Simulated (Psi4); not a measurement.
# SnH3F (SnFH3): MP2/def2-SVP (density fitting, core potential, density fitting for correlation, sweep point 1)

What is the vertical singlet–triplet gap of SnH3F (SnFH3) at MP2/def2-SVP (density fitting, core potential, density fitting for correlation, sweep point 1)? 

The results are computed with Psi4 1.11.

**1. The molecule**

The species is SnH3F (5 atoms), meant as a singlet with charge 0. As SMILES, `[H][Sn]([H])([H])[F]`. The shape comes from GFN2-xTB, which is rough for such elements, and wasn't checked as a minimum.

Bond lengths: Sn1–F2 1.924 Å, Sn1–H3 1.664 Å, Sn1–H4 1.662 Å, Sn1–H5 1.663 Å. Angles: F2–Sn1–H3 102.5°, F2–Sn1–H4 102.8°, F2–Sn1–H5 102.6°, H3–Sn1–H4 115.3°, H3–Sn1–H5 115.3°, H4–Sn1–H5 115.5°.

**2. The energy at MP2/def2-SVP (density fitting, core potential, density fitting for correlation, sweep point 1)**

The input, calc.in:

```
memory 1600 MB

molecule m {
  0 1
  Sn    -0.00489439     0.00457314    -0.31545198
  F      0.02218538    -0.03641502     3.32089131
  H      3.05990123     0.02073030    -1.01701281
  H     -1.54532354     2.66160366    -0.96844684
  H     -1.53186869    -2.65049207    -1.01997968
  units au
  symmetry c1
}

set puream true
set scf_type df
set num_frozen_docc 5

energy('mp2/def2-SVP')
```

Command:

```
$ psi4 -i calc.in -o calc.out -n 1
```

calc.out:

```text
[...]
    !!!  WARNING: ECP capability is in beta. Please check occupations closely.  !!!
[...]
  Running in c1 symmetry.
[...]
  Nuclear repulsion =   81.108187424715297
[...]
  Multiplicity = 1
[...]
  Nalpha       = 17
  Nbeta        = 17
[...]
    Number of basis functions: 55
[...]
   @DF-RHF iter   1:  -314.38485520245627   -2.08581e+00   7.31362e-03 ADIIS/DIIS
[...]
   @DF-RHF iter  10:  -314.44218638396097   -5.68434e-13   3.18227e-09 DIIS
[...]
    Orbital Energies [Eh]
    ---------------------
    Doubly Occupied:
       1A    -26.204580     2A     -5.892466     3A     -4.084171
       4A     -4.081122     5A     -4.081110     6A     -1.478056
       7A     -1.351261     8A     -1.351242     9A     -1.345393
      10A     -1.345374    11A     -1.335142    12A     -0.706279
      13A     -0.583502    14A     -0.583493    15A     -0.556349
      16A     -0.469517    17A     -0.469034
[...]
  @DF-RHF Final Energy:  -314.44218638396097
   => Energetics <=
    Nuclear Repulsion Energy =             81.1081874247152967
    One-Electron Energy =                -679.2645658642610442
    Two-Electron Energy =                 283.7141920555847605
    Total Energy =                       -314.4421863839609728
[...]
 Multipole Moments:
 ------------------------------------------------------------------------------------
     Multipole            Electronic (a.u.)      Nuclear  (a.u.)        Total (a.u.)
 ------------------------------------------------------------------------------------
 L = 1.  Multiply by 2.5417464519 to convert [e a0] to [Debye]
 Dipole X            :         -0.1332298            0.1184903           -0.0147395
 Dipole Y            :          0.1858981           -0.1685951            0.0173030
 Dipole Z            :        -15.9671103           14.6148905           -1.3522198
 Magnitude           :                                                    1.3524109
[...]
```

Wall time 2.8 s (1 thread of Intel Xeon Platinum 8259CL at 2.50GHz (Skylake/Cascade Lake), shared host); peak memory 0.2 GiB.

**3. The triplet at the same level**

The input, calc.dat:

```
memory 1600 mb

molecule {
  0 3
  Sn    -0.00489439     0.00457314    -0.31545198
  F      0.02218538    -0.03641502     3.32089131
  H      3.05990123     0.02073030    -1.01701281
  H     -1.54532354     2.66160366    -0.96844684
  H     -1.53186869    -2.65049207    -1.01997968
  units au
  symmetry c1
}

set {
  basis           def2-SVP
  reference       uhf
  puream          true
  scf_type        df
  num_frozen_docc 5
  maxiter         150
}

energy_value, wavefunction = energy('mp2', return_wfn=True)
print_variables()
```

Command:

```
$ psi4 calc.dat calc.out -n 1
```

calc.out:

```text
[...]
    !!!  WARNING: ECP capability is in beta. Please check occupations closely.  !!!
[...]
  Running in c1 symmetry.
[...]
  Nuclear repulsion =   81.108187424715297
[...]
  Multiplicity = 3
[...]
  Nalpha       = 18
  Nbeta        = 16
[...]
    Number of basis functions: 55
[...]
   @DF-UHF iter   1:  -314.05052811579816   -1.75148e+00   8.39798e-03 ADIIS/DIIS
[...]
   @DF-UHF iter  24:  -314.17261252847686   -4.77485e-12   5.68301e-09 DIIS
[...]
   @S^2 Observed:                2.016986219E+00
[...]
    Orbital Energies [Eh]
    ---------------------
    Alpha Occupied:
       1A    -26.228642     2A     -5.911475     3A     -4.110757
       4A     -4.096528     5A     -4.095269     6A     -1.501872
       7A     -1.383266     8A     -1.373880     9A     -1.368115
      10A     -1.355489    11A     -1.349282    12A     -0.800706
      13A     -0.645678    14A     -0.604782    15A     -0.598933
      16A     -0.560357    17A     -0.490432    18A     -0.181419
    Alpha Virtual:
      19A      0.100842    20A      0.127456    21A      0.149721
      22A      0.243220    23A      0.300437    24A      0.323825
      25A      0.397619    26A      0.464758    27A      0.479062
[...]
  @DF-UHF Final Energy:  -314.17261252847686
   => Energetics <=
    Nuclear Repulsion Energy =             81.1081874247152967
    One-Electron Energy =                -678.3615027326236486
    Two-Electron Energy =                 283.0807027794314763
    Total Energy =                       -314.1726125284768614
  UHF NO Occupations:
  HONO-2 :   16  A 1.9947110
  HONO-1 :   17  A 1.0000000
[...]
 Multipole Moments:
 ------------------------------------------------------------------------------------
     Multipole            Electronic (a.u.)      Nuclear  (a.u.)        Total (a.u.)
 ------------------------------------------------------------------------------------
 L = 1.  Multiply by 2.5417464519 to convert [e a0] to [Debye]
 Dipole X            :          0.8076247            0.1184903            0.9261150
 Dipole Y            :          0.1809202           -0.1685951            0.0123251
 Dipole Z            :        -15.2455048           14.6148905           -0.6306144
 Magnitude           :                                                    1.1204978
[...]
```

Wall time 3.3 s (1 thread of Intel Xeon Platinum 8259CL at 2.50GHz (Skylake/Cascade Lake), shared host); peak memory 0.2 GiB.

**4. Summary of results**

Level: MP2/def2-SVP (density fitting, core potential, density fitting for correlation, sweep point 1), 5 core orbitals frozen.

| quantity | value |
| --- | --- |
| singlet: total energy | -314.75081 Eh |
| singlet: HOMO energy (Hartree–Fock orbitals) | -12.76 eV |
| singlet: LUMO energy (Hartree–Fock orbitals) | 2.29 eV |
| singlet: HOMO–LUMO gap (Hartree–Fock orbitals) | 15.05 eV |
| singlet: correlation energy (5 core orbitals frozen) | -308.6 mEh |
| triplet: total energy | -314.47421 Eh |
| triplet: HOMO energy (Hartree–Fock orbitals) (highest over α and β) | -4.94 eV |
| triplet: LUMO energy (Hartree–Fock orbitals) (lowest over α and β) | -3.97 eV |
| triplet: correlation energy (5 core orbitals frozen) | -301.6 mEh |
| triplet: ⟨S²⟩ of the reference determinant | 2.017 |
| vertical energy of the triplet above the singlet | 7.527 eV |

What this shows: At this shape the triplet lies 7.53 eV (726 kJ/mol) above the singlet.
